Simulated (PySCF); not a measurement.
# GaH3SeO (SMILES [OH][GaH][SeH]) at MP2/def2-TZVP

Aim: the vertical ionisation energy of GaH3SeO at MP2/def2-TZVP, from 2 runs. 

Program for the calculation: PySCF 2.14.0.

## (1) The system as given

The species is GaH3SeO (6 atoms), meant as a singlet with charge 0. As SMILES, `[OH][GaH][SeH]`. The shape is that of a PBE0-D4/def2-TZVP optimisation. This is one conformer, not always the lowest.

Bond lengths: O1–Ga2 1.782 Å, Ga2–Se3 2.328 Å, O1–H4 0.959 Å, Ga2–H5 1.550 Å, Se3–H6 1.469 Å. Angles: O1–Ga2–Se3 119.4°, O1–Ga2–H5 118.2°, Se3–Ga2–H5 122.4°, Ga2–O1–H4 114.9°, Ga2–Se3–H6 93.1°.

## (2) A single-point energy at MP2/def2-TZVP

File start.xyz:

```xyz
6

O     -0.993200    -1.235100     0.178200
Ga     0.020500    -0.150500    -0.807400
Se     1.211500     1.558000     0.233400
H     -0.988600    -1.047100     1.118600
H      0.072700    -0.386000    -2.338400
H      0.719200     1.196600     1.569400
```

File run.py:

```python
from pyscf import gto, mp

mol = gto.M(
    atom='start.xyz',
    basis='def2-tzvp',
    max_memory=1860,
    spin=0,
    verbose=3,
)

mf = mol.RHF()
mf.conv_tol = 1e-10
mf.kernel()
if not mf.converged:
    mf = mf.newton().run(mf.mo_coeff, mf.mo_occ)

pt = mp.MP2(mf, frozen=19).run()
energy = pt.e_tot
print('Final energy', energy)
```

On the command line:

```
OMP_NUM_THREADS=1 python run.py
```

Output:

```text
converged SCF energy = -4399.80453433081
E(RMP2) = -4400.5395976306  E_corr = -0.735063299787562
E(SCS-RMP2) = -4400.50343468467  E_corr = -0.698900353861721
Final energy -4400.5395976306
```

Wall time 14 s (1 thread of Arm Neoverse V1, shared host); peak memory 0.72 GiB.

## (3) The doublet cation

File input.xyz:

```xyz
6

O     -0.993200    -1.235100     0.178200
Ga     0.020500    -0.150500    -0.807400
Se     1.211500     1.558000     0.233400
H     -0.988600    -1.047100     1.118600
H      0.072700    -0.386000    -2.338400
H      0.719200     1.196600     1.569400
```

File calc.py:

```python
from pyscf import gto, mp

mol = gto.Mole()
mol.atom = 'input.xyz'
mol.verbose = 3
mol.spin = 1
mol.charge = 1
mol.basis = 'def2-tzvp'
mol.max_memory = 1860
mol.build()

myscf = mol.UHF()
myscf.conv_tol = 1e-10
myscf.kernel()
if not myscf.converged:
    myscf = myscf.newton().run(myscf.mo_coeff, myscf.mo_occ)

pt = mp.MP2(myscf, frozen=19).run()
energy = pt.e_tot
print('E(%s) = %.9f' % ('MP2', energy))
```

On the command line:

```
OMP_NUM_THREADS=1 python calc.py
```

Output:

```text
converged SCF energy = -4399.48421994811  <S^2> = 0.76203425  2S+1 = 2.0119983
E(UMP2) = -4400.1839146101  E_corr = -0.699694661994133
E(SCS-UMP2) = -4400.14994673519  E_corr = -0.665726787079782
E(MP2) = -4400.183914610
```

Wall time 50 s (1 thread of Arm Neoverse V1, shared host); peak memory 1 GiB.

## (4) Summary of results

At MP2/def2-TZVP, 19 core orbitals frozen:

| quantity | value |
| --- | --- |
| singlet GaH3SeO: total energy | -4400.53960 Eh |
| singlet GaH3SeO: dipole moment (Hartree–Fock density) | 0.87 D |
| singlet GaH3SeO: HOMO energy (Hartree–Fock orbitals) | -9.97 eV |
| singlet GaH3SeO: LUMO energy (Hartree–Fock orbitals) | 1.81 eV |
| singlet GaH3SeO: HOMO–LUMO gap (Hartree–Fock orbitals) | 11.78 eV |
| singlet GaH3SeO: correlation energy (19 core orbitals frozen) | -735.1 mEh |
| doublet cation: total energy | -4400.18391 Eh |
| doublet cation: HOMO energy (Hartree–Fock orbitals) (highest over α and β) | -17.53 eV |
| doublet cation: LUMO energy (Hartree–Fock orbitals) (lowest over α and β) | -7.65 eV |
| doublet cation: correlation energy (19 core orbitals frozen) | -699.7 mEh |
| doublet cation: ⟨S²⟩ of the reference determinant | 0.762 |
| vertical ionisation energy (to the doublet cation) | 9.679 eV |

In words: Removing an electron at fixed nuclei costs 9.68 eV (934 kJ/mol). Mulliken charges (singlet GaH3SeO) of the mean-field density run from -0.69 on O1 to +0.73 on Ga2; they depend strongly on the basis. Mulliken charges (doublet cation) of the mean-field density run from -0.60 on O1 to +0.77 on Ga2; they depend strongly on the basis.
